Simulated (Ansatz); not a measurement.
# BClF2 + H2O: a complex and its separated parts

The complex below is one end of an elementary step. How strongly is it bound against its free parts?

Method: PBE0-D4/def2-TZVP structures, single points in def2-TZVPP, no counterpoise correction; program: Ansatz 0.2.0, Gaussian basis.

Levels: SPW92, PBE-D4, BLYP-D4, r2SCAN-D4, B97M-V, PBE0-D4, B3LYP-D4, r2SCAN0-D4, BHLYP-D4, CAM-B3LYP-D4, wB97X-V, wB97M-V, B2PLYP, PBE-QIDH, RPA on PBE, Hartree-Fock, MP2, CCSD, CCSD(T).

Correlated methods freeze the cores. B3LYP uses VWN-RPA correlation. B2PLYP carries no dispersion term here.

94 further runs of the same task are left out: 94 set aside as unsound or not needed.

## (1) The starting structure

The complex: 7 atoms, charge 0, spin multiplicity 1.

Atoms are counted from 1 here; the program's logs count them from 0.

Bond lengths: B1–Cl2 1.829 Å, B1–F3 1.350 Å, B1–F4 1.336 Å, H5–O6 0.967 Å, O6–H7 0.967 Å. Angles: Cl2–B1–F3 115.2°, Cl2–B1–F4 115.0°, F3–B1–F4 116.7°, H5–O6–H7 107.9°.

Coordinates:

```mol
BClF2H2O
  3D, bonds by distance, orders not assigned

  7  5  0  0  0  0  0  0  0  0999 V2000
    0.0485   -0.6621    0.2478 B   0  0
    1.8282   -0.6481   -0.1750 Cl  0  0
   -0.7492   -1.2833   -0.6471 F   0  0
   -0.2237   -0.8692    1.5391 F   0  0
    0.4153    1.4763   -0.1472 H   0  0
   -0.3979    0.9727   -0.0029 O   0  0
   -0.9212    1.0136   -0.8146 H   0  0
  1  2  8  0
  1  3  8  0
  1  4  8  0
  5  6  8  0
  6  7  8  0
M  END
```

Its parts: BClF2 holds atoms 1, 2, 3, 4; H2O holds atoms 5, 6, 7. Each part counts its atoms afresh in its own runs.

## (2) Relaxing BClF2 alone

Input file relax-a/in.yaml:

```yaml
crystal:
  periodic: [false, false, false]
  atoms:
    - {symbol: B, position_ang: [0.048526, -0.662083, 0.247801]}
    - {symbol: Cl, position_ang: [1.828172, -0.648144, -0.174996]}
    - {symbol: F, position_ang: [-0.749214, -1.283324, -0.647147]}
    - {symbol: F, position_ang: [-0.223728, -0.869191, 1.539066]}
basis:
  gaussian: {orbitals: def2-TZVP}
hamiltonian: {xc: pbe0, dispersion: d4}
relax: {f_tol: 0.005, max_steps: 200}
```

Command:

```sh
$ ansatz run in.yaml --threads 4 --pin off --events-out ev --progress --plain --max-ram 9574MiB
```

The runs that follow: Relaxing H2O alone; SPW92/def2-TZVPP; PBE-D4/def2-TZVPP; BLYP-D4/def2-TZVPP; r2SCAN-D4/def2-TZVPP; B97M-V/def2-TZVPP; PBE0-D4/def2-TZVPP; B3LYP-D4/def2-TZVPP; r2SCAN0-D4/def2-TZVPP; BHLYP-D4/def2-TZVPP; CAM-B3LYP-D4/def2-TZVPP; wB97X-V/def2-TZVPP; wB97M-V/def2-TZVPP; B2PLYP/def2-TZVPP; PBE-QIDH/def2-TZVPP; RPA on PBE/def2-TZVPP; CCSD(T)/def2-TZVPP; Vibrations of BClF2; Vibrations of H2O.

What does the calculation give? Wanted: complex less parts, CCSD(T)/def2-TZVPP; with zero-point energy; largest T1 diagnostic.

**Answer**, as computed:

```
                              quantity      value
complex less parts, CCSD(T)/def2-TZVPP  -0.384 eV
                with zero-point energy  -0.270 eV
                 largest T1 diagnostic      0.012
```

What this shows: At CCSD(T) the complex lies 0.384 eV below its parts. Among the functionals BHLYP-D4 lands nearest to CCSD(T) (-0.009 eV) and SPW92 farthest (-0.406 eV). Mean unsigned error by rung: LDA 0.406, GGA 0.066, meta-GGA 0.047, hybrid 0.056, range-separated hybrid 0.055, double hybrid 0.066 eV. PBE-D4 gives a relative energy 0.025 eV too low, inside chemical accuracy (1 kcal/mol, 0.043 eV). No counterpoise was applied, and triple zeta lacks some correlation, so the CCSD(T) reference has a basis error of its own, and close matches with it are partly luck.
